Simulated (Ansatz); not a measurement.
**BHLYP/6-311+G(d,p) run of CH2FNSi (SMILES FC1=N[SiH2]1)**

Aim: the vertical ionisation energy of CH2FNSi at BHLYP/6-311+G**, from 2 runs. 

Program for the calculation: Ansatz 0.2.0.

93 further runs of the same task are left out: 93 set aside as unsound or not needed.

### 1 Starting point

CH2FNSi: 6 atoms, total charge 0, spin state singlet. As SMILES, `FC1=N[SiH2]1`. The shape is that of a PBE0-D4/def2-TZVP optimisation.

Bond lengths: F1–C2 1.313 Å, C2–N3 1.261 Å, C2–Si4 1.766 Å, N3–Si4 1.801 Å, Si4–H5 1.477 Å, Si4–H6 1.477 Å. Angles: F1–C2–N3 128.8°, F1–C2–Si4 160.4°, N3–C2–Si4 70.8°, C2–N3–Si4 67.8°, C2–Si4–N3 41.4°, C2–Si4–H5 122.2°, C2–Si4–H6 122.2°, N3–Si4–H5 118.8°, N3–Si4–H6 118.8°, H5–Si4–H6 113.7°.

### 2 The energy at BHLYP/6-311+G(d,p)

Contents of molecule.yaml:

```yaml
crystal:
  periodic: [false, false, false]
  atoms:
    - {symbol: F, position_ang: [1.423100, -1.608300, 0.851500]}
    - {symbol: C, position_ang: [0.513000, -0.815400, 0.333600]}
    - {symbol: "N", position_ang: [-0.624100, -1.110900, -0.124500]}
    - {symbol: Si, position_ang: [-0.284400, 0.654600, -0.233900]}
    - {symbol: H, position_ang: [0.001700, 1.243400, -1.557500]}
    - {symbol: H, position_ang: [-0.987300, 1.572700, 0.684600]}
basis:
  gaussian: {orbitals: 6-311+G_st__st_-spherical.json}
hamiltonian: {xc: {name: BHLYP}}
accuracy: high
output: {orbitals: {seedname: orbitals}}
```

The basis set 6-311+G** is read from a file made from the Basis Set Exchange's data (not shown).

Command:

```console
$ ansatz run molecule.yaml --threads 1 --pin off --max-ram 3480MiB --events-out events.jsonl --progress --plain --runs-dir runs
```

Output:

```text
Warning: RAYON_NUM_THREADS=1 ignored (pool sized by the plan → 1); use --threads N
Functional definition: BHLYP
  name "BHLYP"
  parameter a = 0.5
  exchange = (1 - a)*b88_x + a*exact_x
  correlation = lyp_c
1948 factors; integrals over basis functions are off by at most 3.8e-9 eV
mean field evaluation 1: about -13145.7179 eV, gradient 5.0e1 eV
mean field evaluation 2: about -13140.5635 eV, gradient 6.7e1 eV
mean field evaluation 4: about -13150.7113 eV, gradient 4.0e0 eV
mean field evaluation 8: about -13151.1382 eV, gradient 5.4e-1 eV
mean field evaluation 16: about -13151.1387 eV, gradient 9.3e-5 eV
mean field -13151.13866111 eV, -483.2954316338 hartree, gradient 8.4e-8 eV, S^2 0.000000; 0 other end points of the search recorded, 0 dependent functions left out
reference -13151.13868946 eV, -483.2954326756 hartree; 19, 19 occupied and 89, 89 virtual orbitals, 1948 factors
Total energy: -13151.13868946 eV, -483.2954326756 hartree
```

Run time: 9.3 s. Hardware: 1 thread of Arm Neoverse V1, shared host; peak memory 0.32 GiB.

### 3 The doublet cation at the same level

Contents of run.yaml:

```yaml
crystal:
  periodic: [false, false, false]
  atoms:
    - symbol: F
      position_ang: [1.423100, -1.608300, 0.851500]
    - symbol: C
      position_ang: [0.513000, -0.815400, 0.333600]
    - symbol: N
      position_ang: [-0.624100, -1.110900, -0.124500]
    - symbol: Si
      position_ang: [-0.284400, 0.654600, -0.233900]
    - symbol: H
      position_ang: [0.001700, 1.243400, -1.557500]
    - symbol: H
      position_ang: [-0.987300, 1.572700, 0.684600]
basis:
  gaussian: {orbitals: 6-311+G_st__st_-spherical.json}
total_charge: 1
magnetization: {spin_polarized: true, initial_magnetization: 1}
hamiltonian: {xc: {name: BHLYP}}
accuracy: high
output: {orbitals: {seedname: orbitals}}
```

The basis set 6-311+G** is read from a file made from the Basis Set Exchange's data (not shown).

Command:

```console
$ ansatz run run.yaml --threads 1 --pin off --max-ram 3480MiB --events-out events.jsonl --progress --plain --runs-dir runs
```

Output:

```text
Warning: RAYON_NUM_THREADS=1 ignored (pool sized by the plan → 1); use --threads N
[... 5 set-up lines as earlier in the session ...]
1948 factors; integrals over basis functions are off by at most 3.8e-9 eV
mean field evaluation 1: about -13124.8384 eV, gradient 5.5e1 eV
mean field evaluation 2: about -13087.5739 eV, gradient 9.9e1 eV
mean field evaluation 4: about -13140.2754 eV, gradient 1.5e1 eV
mean field evaluation 8: about -13141.2522 eV, gradient 4.2e-1 eV
mean field evaluation 16: about -13141.2570 eV, gradient 6.7e-3 eV
mean field evaluation 32: about -13141.2570 eV, gradient 1.3e-6 eV
mean field -13141.25699617 eV, -482.9322871453 hartree, gradient 5.8e-8 eV, S^2 0.760614; 0 other end points of the search recorded, 0 dependent functions left out
reference -13141.25702815 eV, -482.9322883205 hartree; 19, 18 occupied and 89, 90 virtual orbitals, 1948 factors
Total energy: -13141.25702815 eV, -482.9322883205 hartree
```

Run time: 17 s. Hardware: 1 thread of Arm Neoverse V1, shared host; peak memory 0.44 GiB.

### 4 Outcome

Level: BHLYP/6-311+G**.

```
                                          quantity          value
                     singlet CH2FNSi: total energy  -483.29543 Eh
                      singlet CH2FNSi: HOMO energy       -8.85 eV
                      singlet CH2FNSi: LUMO energy       -0.50 eV
                    singlet CH2FNSi: HOMO–LUMO gap        8.35 eV
                      doublet cation: total energy  -482.93229 Eh
doublet cation: HOMO energy (highest over α and β)      -17.37 eV
 doublet cation: LUMO energy (lowest over α and β)      -10.96 eV
                              doublet cation: ⟨S²⟩          0.761
vertical ionisation energy (to the doublet cation)       9.882 eV
```

Removing an electron at fixed nuclei costs 9.88 eV (953 kJ/mol). −ε(HOMO) before ionisation, 8.85 eV, is 1.03 eV below this ionisation energy.
